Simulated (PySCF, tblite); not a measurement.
**C₅H₁₁FSSi: geometry, infrared bands and NMR shifts**

What infrared bands and NMR shifts should C₅H₁₁FSSi (`CC(C)([SiH3])C(=S)CF`) show?

The runs use tblite 0.8.0 and PySCF 2.14.0, with density-fitted response routines of our own; the level of theory stands in each step. All values are computed, except where a source is named. Atoms count from 0, in the outputs and in this text.

## Step 1: Starting geometry

19 atoms, charge 0, multiplicity 1; geometry from: force field or distance geometry start.

Bonds of the start (Å): C0–C1 1.55, C1–C2 1.54, C1–Si3 1.98, C1–C4 1.58, C4–S5 1.68, C4–C6 1.53, C6–F7 1.36, C0–H8 1.10, C0–H9 1.09, C0–H10 1.11, C2–H11 1.09, C2–H12 1.09, C2–H13 1.10, Si3–H14 1.48, Si3–H15 1.50, Si3–H16 1.48, C6–H17 1.09, C6–H18 1.09.

## Step 2: Optimising the geometry with GFN2-xTB

Job settings and geometry (Å):

```
{"job": {"kind": "relax", "xc": "GFN2-xTB", "basis": "xTB"}, "charge": 0, "multiplicity": 1}
C     -1.489500    -0.950700     0.791800
C     -0.379500    -0.128900     0.084900
C     -0.184500    -0.769700    -1.306700
Si    -0.957500     1.751200    -0.101700
C      0.981200    -0.168900     0.879200
S      1.071800    -0.362800     2.548400
C      2.285800     0.001800     0.096400
F      2.232200     1.051000    -0.762700
H     -1.783200    -0.524000     1.760900
H     -1.186600    -1.984900     0.969700
H     -2.410800    -0.982900     0.178400
H      0.497000    -0.202600    -1.938400
H      0.190900    -1.786300    -1.218200
H     -1.140300    -0.817100    -1.857600
H      0.033200     2.519900    -0.879500
H     -1.129400     2.346500     1.264900
H     -2.257900     1.756800    -0.804800
H      3.138100     0.166600     0.761000
H      2.479100    -0.905600    -0.473500
```

Launch:

```sh
> OMP_NUM_THREADS=1 python probes_run.py task.json out
```

This one command runs all jobs of the session in turn.

**Question.** This job is followed by: GFN2-xTB harmonic vibrations, gas phase; GIAO PBE0/pcSseg-1 NMR shielding, non-relativistic, gas phase. What will the session give for the following? strongest single infrared mode (GFN2-xTB); zero-point energy (GFN2-xTB); 13C shifts against TMS (PBE0/pcSseg-1, means over atoms taken as alike); 1H shifts against TMS (PBE0/pcSseg-1, means over atoms taken as alike); 29Si shifts against TMS (PBE0/pcSseg-1); 33S shifts against CS2 (PBE0/pcSseg-1); 19F shifts against CFCl3 (PBE0/pcSseg-1); surface potential, 1st and 99th percentile.

As calculated:

```
                                                               quantity                        value
                              strongest single infrared mode (GFN2-xTB)         796 cm⁻¹, 280 km/mol
                                           zero-point energy (GFN2-xTB)                89.8 kcal/mol
13C shifts against TMS (PBE0/pcSseg-1, means over atoms taken as alike)  275.9, 96.3, 57.2, 27.9 ppm
 1H shifts against TMS (PBE0/pcSseg-1, means over atoms taken as alike)         5.75, 4.06, 1.80 ppm
                                29Si shifts against TMS (PBE0/pcSseg-1)                    -27.2 ppm
                                 33S shifts against CS2 (PBE0/pcSseg-1)                      917 ppm
                               19F shifts against CFCl3 (PBE0/pcSseg-1)                   -211.9 ppm
                                  surface potential, 1st and 99th percentile           -0.91 V and 1.13 V
```

The optimisation took 52 steps and gained 0.355 eV; among the close pairs (by a distance rule), C1–C4 changed most, from 1.576 to 1.468 Å. All 51 modes are real, so the xTB geometry is a minimum. The strongest single mode, at 796 cm⁻¹, is carried by H16, H14, H15. Unscaled tight-binding wavenumbers are off by several per cent, some by more. Its intensities can rank the bands wrongly. The most deshielded carbon is C4 (thiocarbonyl carbon), at 275.9 ppm: low-lying n→π* states of the double bond to the heteroatom give a large paramagnetic term (-351 ppm). The most deshielded hydrogen is H17, H18 (mean) (hydrogen on an sp3 CH2 bonded to F), at 5.75 ppm: its carbon carries F, hence the downfield position. At PBE0/pcSseg-1: Shielding is most anisotropic at S5 (span 2288 ppm, paramagnetic term -1472 ppm). At PBE0/pcSseg-1, counted by nearest atom on the grid, the HOMO lies on S5 79 %, the LUMO on C4 38 %; S5 36 %.
